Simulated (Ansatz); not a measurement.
## ZrNbB4, space group P6/mmm: a relaxation of the ions

Computed with the Ansatz DFT code, driven from Python.

`run_relax.py`:
```python
# -*- coding: utf-8 -*-
"""Ionic relaxation of ZrNbB4."""

import itertools
import warnings

import ansatz as az
from ase.data import atomic_numbers
import numpy as np
import spglib

warnings.simplefilter("ignore", az.DeckWarning)

lattice = az.Lattice.of(
    [3.138444, 0.0, 0.0],
    [-1.569222, 2.717972, 0.0],
    [0.0, 0.0, 6.885728],
)
sites = [
    ("Zr", [0.0, 0.0, 0.5]),
    ("Nb", [0.0, 0.0, 0.0]),
    ("B", [1 / 3, 2 / 3, 0.757386]),
    ("B", [1 / 3, 2 / 3, 0.242614]),
    ("B", [2 / 3, 1 / 3, 0.757386]),
    ("B", [2 / 3, 1 / 3, 0.242614]),
]
cell = az.Crystal(lattice=lattice)
for symbol, position in sites:
    cell = cell.atom(symbol, position)

setup = (
    cell.calculation()
    .functional("pbesol")
    .pseudopotentials("paw")
    .kpoints(mesh=(7, 7, 3))
    .occupations("Gaussian", width=50 * az.meV)
    .relax(force_tolerance=0.03, random_displacement=True, displacement_amplitude=0.15, displacement_seed=402)
    .density()
)
steps = []


def collect(event):
    if event["event"] == "relax_step":
        steps.append(event["data"])


res = setup.session().plan().execute(on_event=collect)
rep = res.report
print("step   energy (eV)     max comp. (eV/A)  SCF")
for s in steps:
    print(f"{s['step']:4d} {s['lagrangian_ev']:15.5f} {s['allowed_force_max_ev_ang']:12.4f} {s['n_scf']:5d}")

first, last = steps[0], steps[-1]
symbols = [site.symbol for site in res.lattice.sites]
print(f"energy gained {first['lagrangian_ev'] - last['lagrangian_ev']:.4f} eV in {len(steps) - 1} steps")

fractions = [site.position_frac for site in res.lattice.sites]
numbers = [atomic_numbers[s] for s in symbols]
for tolerance in (1e-3, 1e-2, 1e-1):
    print(f"space group at {tolerance} A:", spglib.get_spacegroup((res.lattice.cell_ang, fractions, numbers), symprec=tolerance))

print("atom   start x y z (A)              end x y z (A)")
for symbol, a, b in zip(symbols, first["positions_ang"], last["positions_ang"]):
    print(f"{symbol:3s}", " ".join(f"{v:8.4f}" for v in a), "  ", " ".join(f"{v:8.4f}" for v in b))

moved = np.linalg.norm(np.array(last["positions_ang"]) - np.array(first["positions_ang"]), axis=1)
print("displacement by atom (A):", " ".join(f"{s}:{d:.3f}" for s, d in zip(symbols, moved)))

print("%-22s %14.5f eV" % ("F = E - TS", rep["free_energy_ev"]))
print("%-22s %14.5f eV" % ("E", rep["internal_energy_ev"]))
print("%-22s %14.5f eV" % ("Harris-Foulkes", rep["harris_foulkes_ev"]))
print("%-22s %14.5f eV" % ("Fermi level", rep["fermi_energy_ev"]))

# valence electrons inside a sphere about each atom
rho = res.density()
total = sum(channel.density_e_per_ang3 for channel in rho.channels[:2])
grid_cell = np.asarray(rho.fft_grid_basis) @ res.lattice.cell_ang
mesh = np.stack(np.meshgrid(*[np.arange(n) / n for n in rho.dims], indexing="ij"), axis=-1)
for site in res.lattice.sites:
    offset = mesh - site.position_ang @ np.linalg.inv(grid_cell)
    offset -= offset.round()
    distance = np.min([np.linalg.norm((offset + shift) @ grid_cell, axis=-1) for shift in itertools.product((-1, 0, 1), repeat=3)], axis=0)
    inside = [total[distance < radius].sum() * rho.cell_volume_ang3 / total.size for radius in (0.8, 1.0, 1.2)]
    print(site.symbol, "electrons within 0.8, 1.0, 1.2 A:", np.round(inside, 2))

spg_cell = (res.lattice.cell_ang, [s.position_frac for s in res.lattice.sites], [atomic_numbers[s.symbol] for s in res.lattice.sites])
# the group found depends on the tolerance
for tolerance in (1e-5, 1e-3, 1e-1):
    print(f"symprec {tolerance:g} A: {spglib.get_spacegroup(spg_cell, symprec=tolerance)}")
print("operations used by the run:", rep["n_symmetry_ops"])
```

`python run_relax.py` gives:
```text
step   energy (eV)     max comp. (eV/A)  SCF
   1     -9239.36716       2.5038     6
   2     -9240.28281       1.0025     6
   3     -9240.37741       0.0477     6
   4     -9240.37741       0.0477     6
   5     -9240.37764       0.0090     6
energy gained 1.0105 eV in 4 steps
space group at 0.001 A: C2 (5)
space group at 0.01 A: P6/mmm (191)
space group at 0.1 A: P6/mmm (191)
atom   start x y z (A)              end x y z (A)
Zr   -0.0482  -0.0935   3.5498      0.0162   0.0160   3.4513
Nb    0.0937  -0.0407  -0.1099      0.0161   0.0158   0.0084
B    -0.0889   1.9231   5.1677      0.0168   1.8279   5.2305
B    -0.0012   1.7992   1.8200      0.0158   1.8278   1.6724
B     1.5842   1.0522   5.2451      1.5860   0.9222   5.2306
B     1.6964   0.8907   1.5925      1.5851   0.9215   1.6721
displacement by atom (A): Zr:0.161 Nb:0.152 B:0.156 B:0.151 B:0.131 B:0.140
F = E - TS                -9240.37764 eV
E                         -9240.37503 eV
Harris-Foulkes            -9240.37764 eV
Fermi level                  17.04587 eV
Zr electrons within 0.8, 1.0, 1.2 A: [6.09 8.04 9.31]
Nb electrons within 0.8, 1.0, 1.2 A: [ 6.98  9.   10.37]
B electrons within 0.8, 1.0, 1.2 A: [1.35 2.35 3.61]
B electrons within 0.8, 1.0, 1.2 A: [1.34 2.35 3.61]
B electrons within 0.8, 1.0, 1.2 A: [1.35 2.36 3.61]
B electrons within 0.8, 1.0, 1.2 A: [1.34 2.35 3.61]
symprec 1e-05 A: P1 (1)
symprec 0.001 A: C2 (5)
symprec 0.1 A: P6/mmm (191)
operations used by the run: 1
```

Total energies depend on the potentials; only differences at equal settings carry meaning. A total without «per atom» is that of the cell as typed. Spin is left out of this run. For a metal this k-point mesh is coarse: on a finer one energies can move by several to tens of meV an atom and pressures by half a GPa or more, differences at one mesh by less. Only differences from the Fermi energy are physical; the zero of the scale is a convention. Energies along a relaxation are free energies. A last row that repeats the one before re-solves the same geometry more tightly. The first row is the displaced cell, and groups found at tight tolerances show what the force threshold leaves of the kick. Densities and potentials on the grid are those of the valence electrons, and inside the cores they hang on the potentials used. This cell is a computed structure, which may not be the phase found in nature. Run time: 43 s on 1 thread of Intel(R) Xeon(R) Processor @ 2.30GHz, with other jobs on the host, peak memory 0.64 GiB.

(A comment or docstring line of the script was reworded after the run, the code is as it ran.)
